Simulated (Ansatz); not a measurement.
**CH5FOSi (SMILES CO[SiH2]F): HF/def2-SVP**

Aim: the energy change on altering one bond length of CH5FOSi at HF/def2-SVP, from 2 runs. 

The results are computed with Ansatz 0.2.0.

128 further runs of the same task are left out: 128 set aside as unsound or not needed. Runs told in other sessions of the task aren't counted.

## Step 1: The molecule

The species is CH5FOSi (9 atoms), meant as a singlet with charge 0. As SMILES, `CO[SiH2]F`. The coordinates come from a PBE0-D4/def2-TZVP relaxation. This is one conformer, not always the lowest.

Bond lengths: C1–O2 1.412 Å, O2–Si3 1.623 Å, Si3–F4 1.598 Å, C1–H5 1.094 Å, C1–H6 1.091 Å, C1–H7 1.096 Å, Si3–H8 1.474 Å, Si3–H9 1.483 Å. Some angles: C1–O2–Si3 125.2°, O2–Si3–F4 111.1°, O2–C1–H5 110.6°, O2–C1–H6 108.3°, O2–C1–H7 111.7°, O2–Si3–H8 106.8°, O2–Si3–H9 110.6°, F4–Si3–H8 108.2°, F4–Si3–H9 105.9°, H5–C1–H6 108.8°.

## Step 2: The energy at HF/def2-SVP

File in.yaml:

```yaml
crystal:
  periodic: [false, false, false]
  atoms:
    - {symbol: C, position_ang: [-0.280200, 1.150700, -0.688400]}
    - {symbol: O, position_ang: [-0.743600, -0.064200, -0.138000]}
    - {symbol: Si, position_ang: [0.168900, -1.127700, 0.679900]}
    - {symbol: F, position_ang: [1.202000, -1.865200, -0.290100]}
    - {symbol: H, position_ang: [0.189600, 0.979000, -1.660800]}
    - {symbol: H, position_ang: [-1.135900, 1.813600, -0.823000]}
    - {symbol: H, position_ang: [0.443400, 1.643500, -0.029000]}
    - {symbol: H, position_ang: [-0.748200, -2.141700, 1.231900]}
    - {symbol: H, position_ang: [0.992400, -0.434200, 1.700300]}
basis:
  gaussian:
    orbitals: def2-SVP
total_charge: 0
hamiltonian:
  xc: hf
accuracy: high
output: {orbitals: {seedname: orbitals}}
```

Run with:

```
$ ansatz run in.yaml --threads 1 --pin off --max-ram 3480MiB --events-out events.jsonl --progress --plain --runs-dir runs
```

The log of the run:

```text
Warning: RAYON_NUM_THREADS=1 ignored (pool sized by the plan → 1); use --threads N
Functional definition: HF
  name "HF"
  exchange = exact_x
  correlation = 0
1923 factors; integrals over basis functions are off by at most 3.8e-9 eV
mean field evaluation 1: about -13707.6696 eV, gradient 3.5e1 eV
mean field evaluation 2: about -13707.7625 eV, gradient 3.5e1 eV
mean field evaluation 4: about -13710.2643 eV, gradient 2.8e0 eV
mean field evaluation 8: about -13710.2921 eV, gradient 1.8e-1 eV
mean field evaluation 16: about -13710.2922 eV, gradient 1.4e-8 eV
mean field -13710.29221787 eV, -503.8439458370 hartree, gradient 1.4e-8 eV, S^2 0.000000; 0 other end points of the search recorded, 0 dependent functions left out
reference -13710.29221787 eV, -503.8439458370 hartree; 21, 21 occupied and 64, 64 virtual orbitals, 1923 factors
Total energy: -13710.29221787 eV, -503.8439458370 hartree
```

It took 2.4 s on 1 thread of Arm Neoverse V2, shared host; peak memory 0.23 GiB.

## Step 3: The distorted shape at the same level

File input.yaml:

```yaml
crystal:
  periodic: [false, false, false]
  atoms:
    - {symbol: C, position_ang: [-0.553946, 1.469745, -0.933766]}
    - {symbol: O, position_ang: [-1.017346, 0.254845, -0.383366]}
    - {symbol: Si, position_ang: [0.168900, -1.127700, 0.679900]}
    - {symbol: F, position_ang: [1.202000, -1.865200, -0.290100]}
    - {symbol: H, position_ang: [-0.084146, 1.298045, -1.906166]}
    - {symbol: H, position_ang: [-1.409646, 2.132645, -1.068366]}
    - {symbol: H, position_ang: [0.169654, 1.962545, -0.274366]}
    - {symbol: H, position_ang: [-0.748200, -2.141700, 1.231900]}
    - {symbol: H, position_ang: [0.992400, -0.434200, 1.700300]}
basis:
  gaussian: {orbitals: def2-SVP}
accuracy: high
hamiltonian: {xc: hf}
output: {orbitals: {seedname: orbitals}}
magnetization: {spin_polarized: false, initial_magnetization: 0}
```

Run with:

```
$ ansatz run input.yaml --threads 1 --pin off --max-ram 3480MiB --events-out events.jsonl --progress --plain --runs-dir runs
```

The log of the run:

```text
Warning: RAYON_NUM_THREADS=1 ignored (pool sized by the plan → 1); use --threads N
[... 4 set-up lines as earlier in the session ...]
1889 factors; integrals over basis functions are off by at most 8.4e-9 eV
mean field evaluation 1: about -13704.6794 eV, gradient 3.9e1 eV
mean field evaluation 2: about -13704.7650 eV, gradient 3.9e1 eV
mean field evaluation 4: about -13708.1741 eV, gradient 3.4e0 eV
mean field evaluation 8: about -13708.2223 eV, gradient 1.2e-1 eV
mean field evaluation 16: about -13708.2224 eV, gradient 1.6e-8 eV
mean field -13708.22240841 eV, -503.7678817423 hartree, gradient 1.6e-8 eV, S^2 0.000000; 0 other end points of the search recorded, 0 dependent functions left out
reference -13708.22240841 eV, -503.7678817423 hartree; 21, 21 occupied and 64, 64 virtual orbitals, 1889 factors
Total energy: -13708.22240841 eV, -503.7678817423 hartree
```

Run time: 2.3 s. Hardware: 1 thread of Arm Neoverse V2, shared host; peak memory 0.21 GiB.

## Step 4: What came out

Level: HF/def2-SVP.

| quantity | value |
| --- | --- |
| first shape: total energy | -503.84395 Eh |
| first shape: HOMO energy | -12.69 eV |
| first shape: LUMO energy | 4.67 eV |
| first shape: HOMO–LUMO gap | 17.36 eV |
| distorted shape: total energy | -503.76788 Eh |
| distorted shape: HOMO energy | -11.33 eV |
| distorted shape: LUMO energy | 3.31 eV |
| distorted shape: HOMO–LUMO gap | 14.64 eV |
| energy change with the O2–Si3 bond stretched from 1.623 to 2.109 Å | 2.070 eV |

**Reading.** With the O2–Si3 bond stretched from 1.623 to 2.109 Å the energy rises by 2.07 eV (48 kcal/mol). The first shape isn't relaxed at this level, so the change isn't measured from a minimum.
